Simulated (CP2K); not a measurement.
Crystal: WS.

```
W S
1.0
     3.00789    0.00000    0.00000
     0.00000    3.00789    0.00000
     0.00000    0.00000    3.00789
W S
1 1
Direct
  0.50000 0.50000 0.50000
  0.00000 0.00000 0.00000
```

The cell was built by a generator and needn't be a form met in nature.

Program: CP2K 2026.2. Alike in all runs: task band structure; no spin polarisation; cell as given; k mesh 9 × 9 × 9.

Task: Order these runs on this cell by their pressure, lowest first.
A. level PBE; potentials or basis POTENTIAL_UZH W GTH-PBE-q14, S GTH-PBE-q6; TZVP-MOLOPT-PBE-GTH basis; smearing fermi-dirac 0.01 eV; NGRIDS 4; bands added on the path 4; CUTOFF of the grids 450 Ry
B. level r2SCAN; potentials or basis POTENTIAL_UZH W GTH-SCAN-q14, S GTH-SCAN-q6; TZVP-MOLOPT-SCAN-GTH basis; smearing fermi-dirac 0.0259 eV; NGRIDS 5; bands added on the path 4; CUTOFF of the grids 675 Ry
C. level PBEsol; potentials or basis POTENTIAL_UZH W GTH-PBE-q14, S GTH-PBE-q6; TZVP-MOLOPT-PBE-GTH basis; smearing fermi-dirac 0.05 eV; NGRIDS 5; bands added on the path 2; CUTOFF of the grids 450 Ry

Result: C (-7.8 GPa), B (-4.4 GPa), A (-1.3 GPa).

Caveats: the basis of atomic orbitals isn't converged, which shifts pressures, moduli and gaps; the potentials were made for another functional, which shifts forces and pressure (some runs).

Not every run made on this cell is shown here.
